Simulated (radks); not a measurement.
# Ru⁺ in [Kr] 4d7: an all-electron calculation

One table from this session's results is given with a row withheld; the runs are named, their logs left out.

Program: radks (a radial shooting solver on a logarithmic mesh, Libxc functionals) version 1. Level of theory: scalar-relativistic Kohn-Sham, exchange-only B88, spin-polarised, spherical densities, finite nucleus; open shells are filled with parallel spins first. These are calculated values, not measurements, unless marked.

## Starting point

| Item | Value |
| --- | --- |
| element | ruthenium (Z = 44) |
| charge | +1 |
| electrons | 43 |
| configuration | [Kr] 4d7 |
| nuclear rms radius | 4.4809 fm |

The outer shells:

Ru⁺
```
[Kr] core
4d [↑↓][↑↓][↑ ][↑ ][↑ ]
```

The first run:

Input:

```text
Z 44
configuration [Kr] 4d7
relativity scalar-relativistic
functional b88,
spin polarised
nucleus finite rms 4.4809 fm
c 137.035999084
```

One table of the session follows, with a row left open; its other results are not shown here.

It belongs to the step «Radial structure». From the orbitals of this run (lengths in bohr):

| level | <r> | outermost maximum (interpolated) | 90 % within | nodes |
| --- | --- | --- | --- | --- |
| 1s down | 0.03344 | 0.0217 | 0.0599 | 0 |
| 1s up | 0.03344 | 0.0217 | 0.0599 | 0 |
| 2s up | 0.1457 | 0.123 | 0.225 | 1 |
| 2s down | 0.1457 | 0.123 | 0.225 | 1 |
| 2p up | 0.1269 | 0.0982 | 0.207 | 0 |
| 2p down | 0.1269 | 0.0982 | 0.207 | 0 |
| 3s up | 0.4028 | 0.362 | 0.594 | 2 |
| 3s down | 0.4028 | 0.362 | 0.594 | 2 |
| 3p up | 0.4032 | 0.355 | 0.608 | 1 |
| 3p down | 0.4031 | 0.355 | 0.608 | 1 |
| 3d up | 0.3843 | 0.301 | 0.612 | 0 |
| 3d down | 0.3842 | 0.301 | 0.611 | 0 |
| 4s up | 1.021 | 0.915 | 1.49 | 3 |
| 4s down | 1.017 | 0.913 | 1.48 | 3 |
| 4p up | 1.131 | 0.984 | 1.68 | 2 |
| 4p down | 1.127 | 0.981 | 1.67 | 2 |
| 4d up | 1.642 | 1.22 | 2.66 | 1 |
| 4d down | ? | ? | ? | ? |

Estimate the missing values for 4d down.

**Answer.** <r>: 1.692; outermost maximum (interpolated): 1.21; 90 % within: 2.78; nodes: 1. In the column «<r>» it is the highest.

Caveats from the session: Open shells are spherical and high-spin; term and fine-structure splittings are not resolved.
